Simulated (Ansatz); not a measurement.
# (Br2Ga-mu-SH)3 (Br6Ga3H3S3): a spread of methods and bases

Aim: run (Br2Ga-mu-SH)3 (Br6Ga3H3S3) under a spread of inputs, and see what each costs and gives.

Computed with Ansatz 0.2.0, Gaussian basis. Level: the settings change from run to run.

### 1 The relaxed structure

The structure was relaxed beforehand with r2SCAN-D4/def2-SVP.

15 atoms, charge 0, spin multiplicity 1.

Atoms are counted from 1 here; the program's logs count them from 0.

Bond lengths: Ga1–Br2 2.314 Å, Ga1–Br3 2.290 Å, Ga1–S4 2.353 Å, Ga1–S12 2.365 Å, S4–Ga5 2.396 Å, S4–H13 1.357 Å, Ga5–Br6 2.299 Å, Ga5–Br7 2.287 Å, Ga5–S8 2.364 Å, S8–Ga9 2.365 Å, S8–H14 1.366 Å, Ga9–Br10 2.284 Å, Ga9–Br11 2.297 Å, Ga9–S12 2.395 Å, S12–H15 1.357 Å. Angles: Br2–Ga1–Br3 118.2°, Br2–Ga1–S4 103.7°, Br2–Ga1–S12 113.6°, Br3–Ga1–S4 109.8°, Br3–Ga1–S12 106.2°, S4–Ga1–S12 104.5°, Ga1–S4–Ga5 106.4°, Ga1–S4–H13 96.4°, Ga5–S4–H13 93.4°, S4–Ga5–Br6 104.7°, S4–Ga5–Br7 106.4°, S4–Ga5–S8 108.2°, Br6–Ga5–Br7 120.9°, Br6–Ga5–S8 108.3°, Br7–Ga5–S8 107.7°, Ga5–S8–Ga9 107.3°, Ga5–S8–H14 98.3°, Ga9–S8–H14 95.5° and more.

### 2 B97M-V/x2c-TZVPPall

Set apart from the defaults: density fitting with def2-universal-jkfit.

The input, in.yaml:

```yaml
crystal:
  periodic: [false, false, false]
  atoms:
    - {symbol: Ga, position_ang: [1.148291, 1.672968, -0.296814]}
    - {symbol: Br, position_ang: [2.713669, 0.759662, 1.141618]}
    - {symbol: Br, position_ang: [1.717147, 3.563498, -1.456991]}
    - {symbol: S, position_ang: [-0.695329, 2.118681, 1.094897]}
    - {symbol: Ga, position_ang: [-1.830458, 0.031113, 1.400709]}
    - {symbol: Br, position_ang: [-3.159658, -0.187636, -0.462359]}
    - {symbol: Br, position_ang: [-2.743870, 0.092255, 3.495995]}
    - {symbol: S, position_ang: [-0.217506, -1.697216, 1.369119]}
    - {symbol: Ga, position_ang: [0.411953, -2.031341, -0.886059]}
    - {symbol: Br, position_ang: [-1.158789, -3.351250, -1.890482]}
    - {symbol: Br, position_ang: [2.611375, -2.691107, -0.921436]}
    - {symbol: S, position_ang: [0.326518, 0.138205, -1.897156]}
    - {symbol: H, position_ang: [-1.534607, 2.522074, 0.108044]}
    - {symbol: H, position_ang: [0.876501, -0.950575, 1.702216]}
    - {symbol: H, position_ang: [1.534765, 0.010659, -2.501291]}
basis:
  gaussian: {orbitals: x2c-TZVPPall, fitting: {mean_field: def2-universal-jkfit}}
hamiltonian: {xc: {name: B97M-V}}
scf: {omitted_lower_state_checks: [starts]}
```

Command:

```sh
$ ansatz run in.yaml --threads 2 --pin off --events-out ev --progress --plain --max-ram 32768MiB --backend cuda --devices 0, --max-vram 18GiB
```

Standard output, cut to the lines that bear on the results:

```text
Functional definition: B97M-V
  name "B97M-V"
  cite "Mardirossian & Head-Gordon, J. Chem. Phys. 142, 074111 (2015) doi:10.1063/1.4907719"
  cite "Becke, J. Chem. Phys. 107, 8554 (1997) doi:10.1063/1.475007"
  cite "Vydrov & Van Voorhis, J. Chem. Phys. 133, 244103 (2010) doi:10.1063/1.3521275"
  # Of w^i u^j: cxij and so on, Table III.
[...]
  gx(w, u) = cx00 + cx01*u + cx02*u^2 + (cx10 + cx11*u)*w
  gss(w, u) = css00 + css02*u^2 + css10*w + (css32*w^3 + css42*w^4)*u^2
  gos(w, u) = cos00 + cos01*u + cos03*u^3 + cos10*w + cos32*w^3*u^2
[...]
      + integral(e_c_pw_mod_opposite_spin*gos(b97_w_opposite, b97_u_opposite)) + vv10(b, c)
[...]
2832 factors; integrals over basis functions are off by at most 1.3e0 eV
[...]
mean field -616727.24773054 eV, -22664.3083213545 hartree, gradient 2.2e-5 eV, S^2 0.000000; 0 other end points of the search recorded, 0 dependent functions left out
reference -616727.24781423 eV, -22664.3083244301 hartree; 177, 177 occupied and 423, 423 virtual orbitals, 2832 factors
Total energy: -616727.24781423 eV, -22664.3083244301 hartree
Relativity: scalar
Checks for a lower state left out: starts
```

Run time: 18 s. Hardware: 1 × H100 (card shared with other runs) with 2 threads of AMD EPYC 7R13, shared host; peak host memory 1.2 GiB.

### 3 RPBE/cc-pVDZ

Set apart from the defaults: D4 dispersion.

in.yaml, as its differences from that of step 2:

```diff
@@ -19,4 +19,4 @@
 basis:
-  gaussian: {orbitals: x2c-TZVPPall, fitting: {mean_field: def2-universal-jkfit}}
-hamiltonian: {xc: {name: B97M-V}}
+  gaussian: {orbitals: cc-pVDZ}
+hamiltonian: {xc: {name: RPBE}, dispersion: d4}
 scf: {omitted_lower_state_checks: [starts]}
```

The command is unchanged.

Standard output, cut to the lines that bear on the results:

```text
Functional definition: RPBE
  name "RPBE"
  cite "Hammer, Hansen & Nørskov, Phys. Rev. B 59, 7413 (1999) doi:10.1103/PhysRevB.59.7413"
  cite "Perdew, Burke & Ernzerhof, Phys. Rev. Lett. 77, 3865 (1996) doi:10.1103/PhysRevLett.77.3865"
[...]
4221 factors; their error is unknown
[...]
mean field -609938.36176283 eV, -22414.8213637133 hartree, gradient 6.9e-5 eV, S^2 0.000000; 0 other end points of the search recorded, 0 dependent functions left out
reference -609938.36181821 eV, -22414.8213657487 hartree; 177, 177 occupied and 135, 135 virtual orbitals, 4221 factors
Total energy: -609941.52245004 eV, -22414.9375168260 hartree
Checks for a lower state left out: starts
```

It took 12 s on 1 × H100 (card shared with other runs) with 2 threads of AMD EPYC 7R13, shared host; peak host memory 1 GiB.

### 4 revPBE/x2c-TZVPPall

Options: unrestricted orbitals, density fitting with def2-universal-jkfit, the search for lower states set to off.

in.yaml, as its differences from that of step 3:

```diff
@@ -19,4 +19,5 @@
 basis:
-  gaussian: {orbitals: cc-pVDZ}
-hamiltonian: {xc: {name: RPBE}, dispersion: d4}
-scf: {omitted_lower_state_checks: [starts]}
+  gaussian: {orbitals: x2c-TZVPPall, fitting: {mean_field: def2-universal-jkfit}}
+magnetization: {spin_polarized: true, initial_magnetization: 0}
+hamiltonian: {xc: {name: revPBE}}
+scf: {lower_state_search: off}
```

Same command.

Standard output, cut to the lines that bear on the results:

```text
Functional definition: revPBE
  name "revPBE"
  cite "Zhang & Yang, Phys. Rev. Lett. 80, 890 (1998) doi:10.1103/PhysRevLett.80.890"
  cite "Perdew, Burke & Ernzerhof, Phys. Rev. Lett. 77, 3865 (1996) doi:10.1103/PhysRevLett.77.3865"
[...]
2832 factors; integrals over basis functions are off by at most 1.3e0 eV
[...]
mean field -616823.93756074 eV, -22667.8616070756 hartree, gradient 1.6e-6 eV, S^2 0.000000; 0 other end points of the search recorded, 0 dependent functions left out
reference -616823.93762854 eV, -22667.8616095674 hartree; 177, 177 occupied and 423, 423 virtual orbitals, 2832 factors
Total energy: -616823.93762854 eV, -22667.8616095674 hartree
Relativity: scalar
Checks for a lower state left out: stability, starts, cluster_reference, orbital_swaps, neighbouring_geometries, increment
```

It took 16 s on 1 × H100 (card shared with other runs) with 2 threads of AMD EPYC 7R13, shared host; peak host memory 1.1 GiB.

⟨S²⟩ 0.000.

### 5 PBE/def2-mTZVPP

Set apart from the defaults: multiplicity 3, density fitting with def2-universal-jkfit, D3(BJ) with three-body dispersion.

in.yaml, as its differences from that of step 4:

```diff
@@ -19,5 +19,6 @@
 basis:
-  gaussian: {orbitals: x2c-TZVPPall, fitting: {mean_field: def2-universal-jkfit}}
-magnetization: {spin_polarized: true, initial_magnetization: 0}
-hamiltonian: {xc: {name: revPBE}}
-scf: {lower_state_search: off}
+  gaussian: {orbitals: def2-mTZVPP, fitting: {mean_field: def2-universal-jkfit}}
+magnetization: {spin_polarized: true, initial_magnetization: 2}
+hamiltonian: {xc: {name: PBE}, dispersion: d3bjatm}
+scf: {omitted_lower_state_checks: [starts]}
+output: {forces: true}
```

Same command.

Standard output, cut to the lines that bear on the results:

```text
Functional definition: PBE
  name "PBE"
  cite "Perdew, Burke & Ernzerhof, Phys. Rev. Lett. 77, 3865 (1996) doi:10.1103/PhysRevLett.77.3865"
  parent pbe
[...]
2832 factors; integrals over basis functions are off by at most 3.1e-1 eV
[...]
mean field -609876.80964445 eV, -22412.5593650845 hartree, gradient 2.1e-8 eV, S^2 2.000911; 0 other end points of the search recorded, 0 dependent functions left out
[...]
reference -609876.80970347 eV, -22412.5593672533 hartree; 178, 176 occupied and 242, 244 virtual orbitals, 2832 factors
Total energy: -609877.92714786 eV, -22412.6004325773 hartree
Atom 0 at     1.148291     1.672968    -0.296814 Å, force    -0.493746    -0.191845    -0.167900 eV/Å
Atom 1 at     2.713669     0.759662     1.141618 Å, force     0.659028    -0.464464     0.561378 eV/Å
Atom 2 at     1.717147     3.563498    -1.456991 Å, force     0.482881     1.232849    -0.691546 eV/Å
[...]
Atom 6 at    -2.743870     0.092255     3.495995 Å, force    -0.754419     0.006789     1.371777 eV/Å
Atom 7 at    -0.217506    -1.697216     1.369119 Å, force    -0.092844    -0.405614     0.228091 eV/Å
Atom 8 at     0.411953    -2.031341    -0.886059 Å, force    -0.081894     0.823796     0.342342 eV/Å
Atom 9 at    -1.158789    -3.351250    -1.890482 Å, force    -1.025718    -0.846598    -0.566142 eV/Å
Atom 10 at     2.611375    -2.691107    -0.921436 Å, force     1.425192    -0.469037    -0.061306 eV/Å
Atom 11 at     0.326518     0.138205    -1.897156 Å, force    -0.291794     0.059005    -0.252165 eV/Å
Atom 12 at    -1.534607     2.522074     0.108044 Å, force     0.006727    -0.041571    -0.096257 eV/Å
Atom 13 at     0.876501    -0.950575     1.702216 Å, force     0.028568     0.146894    -0.080674 eV/Å
Atom 14 at     1.534765     0.010659    -2.501291 Å, force     0.093593    -0.039673     0.028038 eV/Å
Dipole moment:     0.017842     0.105579    -0.134418 e Å
Checks for a lower state left out: starts
```

Wall time 27 s (1 × H100 (card shared with other runs) with 2 threads of AMD EPYC 7R13, shared host); peak host memory 0.97 GiB.

Largest force 1.566 eV/Å, dipole 0.83 D, ⟨S²⟩ 2.001.

### 6 The runs in one table

```tsv
level	charge	multiplicity	geometry	functions	energy (eV)	time
B97M-V/x2c-TZVPPall	0	1	relaxed	600	-616727.248	18 s
RPBE/cc-pVDZ	0	1	relaxed	312	-609941.522	12 s
revPBE/x2c-TZVPPall	0	1	relaxed	600	-616823.938	16 s
PBE/def2-mTZVPP	0	3	relaxed	420	-609877.927	27 s
```

### 7 What came out

| quantity | value |
| --- | --- |
| runs | 4 |
| quickest | RPBE/cc-pVDZ, 12 s |
| slowest | PBE/def2-mTZVPP, 27 s |
| spread of total energies, same state and geometry | 6882.4 eV |

Run time spans a factor of 2, from RPBE/cc-pVDZ to PBE/def2-mTZVPP. The jobs differ in tasks and options as well as level. Total energies at one charge and spin differ by 6882 eV between levels, so only differences within one level mean anything. Some of these runs are scalar-relativistic and others not, which shifts the totals of all-electron atoms past neon by several eV an atom and more; core potentials, where a basis has them, take the core out of the total altogether.
